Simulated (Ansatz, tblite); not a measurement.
**(4-tert-butylphenyl)diphenylsulfonium bromide (C22H23BrS): rung by rung**

An exercise on one series of results from a longer session: the logs are not shown, and one member is left open.

Program: Ansatz 0.2.0, Gaussian basis. Level of theory: as each input shows. These are calculated values, not measurements.

Levels to be run: GFN1-xTB, GFN2-xTB, PBE-D4/def2-TZVP, r2SCAN-D4/def2-TZVP, BLYP-D4/def2-TZVP, B97M-V/def2-TZVP, B2PLYP/def2-TZVP, PBE-D4/def2-SVP, PBE0-D4/def2-SVP, HF/STO-3G, HF/6-31G, B3LYP-D4/6-31G, MP2/def2-SVP, RPA/def2-SVP.

## The relaxed structure

The singlet was relaxed beforehand with PBE-D4/def2-SVP.

SMILES `CC(C)(C)c1ccc([S+](c2ccccc2)c2ccccc2)cc1.[Br-]`, 47 atoms, charge 0, spin multiplicity 1.

Bond lengths: C1–C2 1.540 Å, C1–H24 1.109 Å, C1–H25 1.109 Å, C1–H26 1.109 Å, C2–C3 1.547 Å, C2–C4 1.547 Å, C2–C5 1.537 Å, C3–H27 1.109 Å, C3–H28 1.110 Å, C3–H29 1.109 Å, C4–H30 1.109 Å, C4–H31 1.110 Å, C4–H32 1.109 Å, C5–C6 1.414 Å, C5–C23 1.409 Å, C6–C7 1.399 Å, C6–H33 1.100 Å, C7–C8 1.406 Å and more. Angles: C2–C1–H24 111.9°, C2–C1–H25 109.7°, C2–C1–H26 111.9°, H24–C1–H25 107.5°, H24–C1–H26 108.2°, H25–C1–H26 107.4°, C1–C2–C3 108.4°, C1–C2–C4 108.5°, C1–C2–C5 112.2°, C3–C2–C4 109.6°, C3–C2–C5 109.2°, C4–C2–C5 108.9°, C2–C3–H27 112.0°, C2–C3–H28 110.2°, C2–C3–H29 111.0°, H27–C3–H28 107.6°, H27–C3–H29 107.8°, H28–C3–H29 108.0° and more.

PBE0-D4/def2-TZVP was run before; its log isn't repeated, and its numbers join the tables.

The first run:

Tight binding, by tblite at 300 K electronic temperature and without a spin-polarisation term:

```python
tblite.interface.Calculator('GFN1-xTB', numbers, positions, charge=0, uhf=0).singlepoint()
```

Tight binding, by tblite at 300 K electronic temperature and without a spin-polarisation term:

```python
tblite.interface.Calculator('GFN2-xTB', numbers, positions, charge=0, uhf=0).singlepoint()
```

start.molden holds the orbitals of an earlier run on this state, given as this run's starting guess.

in.yaml reads:

```yaml
crystal:
  periodic: [false, false, false]
  atoms:
    - {symbol: C, position_ang: [4.953859, -0.297655, -1.463174]}
    - {symbol: C, position_ang: [4.119618, -0.196244, -0.173015]}
    - {symbol: C, position_ang: [4.606531, 1.034259, 0.628490]}
    - {symbol: C, position_ang: [4.345781, -1.480932, 0.659318]}
    - {symbol: C, position_ang: [2.617401, -0.049202, -0.462543]}
    - {symbol: C, position_ang: [1.704986, 0.081321, 0.609966]}
    - {symbol: C, position_ang: [0.329221, 0.215886, 0.396040]}
    - {symbol: C, position_ang: [-0.163130, 0.194174, -0.921260]}
    - {symbol: S, position_ang: [-1.932774, 0.413269, -1.270708]}
    - {symbol: C, position_ang: [-2.300686, 1.527907, 0.189833]}
    - {symbol: C, position_ang: [-1.957841, 2.875153, -0.017542]}
    - {symbol: C, position_ang: [-2.266225, 3.827689, 0.962634]}
    - {symbol: C, position_ang: [-2.938075, 3.439203, 2.134318]}
    - {symbol: C, position_ang: [-3.296059, 2.095806, 2.323272]}
    - {symbol: C, position_ang: [-2.979806, 1.130492, 1.351661]}
    - {symbol: C, position_ang: [-2.774344, -1.072707, -0.690795]}
    - {symbol: C, position_ang: [-2.118105, -2.084068, 0.020720]}
    - {symbol: C, position_ang: [-2.866256, -3.186779, 0.462610]}
    - {symbol: C, position_ang: [-4.243443, -3.262448, 0.204908]}
    - {symbol: C, position_ang: [-4.882156, -2.233933, -0.509702]}
    - {symbol: C, position_ang: [-4.150147, -1.132236, -0.968134]}
    - {symbol: C, position_ang: [0.710224, 0.066015, -2.009283]}
    - {symbol: C, position_ang: [2.087781, -0.043058, -1.768248]}
    - {symbol: H, position_ang: [4.847230, 0.606584, -2.096711]}
    - {symbol: H, position_ang: [6.027770, -0.399576, -1.207100]}
    - {symbol: H, position_ang: [4.671900, -1.181754, -2.070548]}
    - {symbol: H, position_ang: [4.073333, 1.138793, 1.595192]}
    - {symbol: H, position_ang: [5.690002, 0.943470, 0.850476]}
    - {symbol: H, position_ang: [4.451089, 1.970132, 0.053357]}
    - {symbol: H, position_ang: [4.000187, -2.378305, 0.106163]}
    - {symbol: H, position_ang: [5.425153, -1.609069, 0.883254]}
    - {symbol: H, position_ang: [3.802297, -1.448609, 1.625532]}
    - {symbol: H, position_ang: [2.071598, 0.084817, 1.647557]}
    - {symbol: H, position_ang: [-0.348695, 0.343949, 1.251481]}
    - {symbol: H, position_ang: [-1.442547, 3.175741, -0.944310]}
    - {symbol: H, position_ang: [-1.990051, 4.881751, 0.805788]}
    - {symbol: H, position_ang: [-3.188407, 4.189045, 2.899732]}
    - {symbol: H, position_ang: [-3.825582, 1.788700, 3.238332]}
    - {symbol: H, position_ang: [-3.260167, 0.078676, 1.504751]}
    - {symbol: H, position_ang: [-1.036426, -2.028803, 0.204512]}
    - {symbol: H, position_ang: [-2.359768, -3.996897, 1.009038]}
    - {symbol: H, position_ang: [-4.822009, -4.130846, 0.553768]}
    - {symbol: H, position_ang: [-5.959238, -2.295614, -0.726762]}
    - {symbol: H, position_ang: [-4.633049, -0.339087, -1.557412]}
    - {symbol: H, position_ang: [0.289563, 0.005309, -3.027986]}
    - {symbol: H, position_ang: [2.753504, -0.135994, -2.637268]}
    - {symbol: Br, position_ang: [-1.844020, -1.124327, -3.650209]}
basis:
  gaussian: {orbitals: def2-TZVP, fitting: {mean_field: def2-universal-jkfit}, initial_orbitals: start.molden}
hamiltonian: {xc: pbe, dispersion: d4}
scf: {omitted_lower_state_checks: [starts]}
output: {forces: true, orbitals: {seedname: orbitals}}
```

On the command line:

```
$ ansatz run in.yaml --threads 2 --pin off --events-out ev --progress --plain --max-ram 22528MiB --backend cuda --devices 0, --max-vram 18GiB
```

Among the steps run: PBE-D4/def2-TZVP; r2SCAN-D4/def2-TZVP; BLYP-D4/def2-TZVP; B97M-V/def2-TZVP; B2PLYP/def2-TZVP; PBE-D4/def2-SVP; PBE0-D4/def2-SVP; HF/STO-3G; HF/6-31G; B3LYP-D4/6-31G; MP2/def2-SVP; RPA/def2-SVP.

One table of the session follows, with a row left open; its other results are not shown here.

It belongs to the step «Binding energy». 

```
              level  binding an atom (eV)
          HF/STO-3G                     ?
           HF/6-31G                 3.322
        HF/def2-SVP                 3.575
    PBE-D4/def2-SVP                 5.006
   PBE-D4/def2-TZVP                 4.945
  BLYP-D4/def2-TZVP                 4.779
r2SCAN-D4/def2-TZVP                 4.804
   B97M-V/def2-TZVP                 4.780
     B3LYP-D4/6-31G                 4.677
   PBE0-D4/def2-SVP                 4.913
  PBE0-D4/def2-TZVP                 4.848
       MP2/def2-SVP                 4.695
```

Estimate the missing values for HF/STO-3G.

As computed: binding an atom (eV): 4.113. In the column «binding an atom (eV)» it lies between HF/def2-SVP (3.575) and B3LYP-D4/6-31G (4.677).

Limits of these values: Free atoms were run apart at each level; binding is atoms less cluster, divided by the number of atoms, without zero-point or spin-orbit terms.
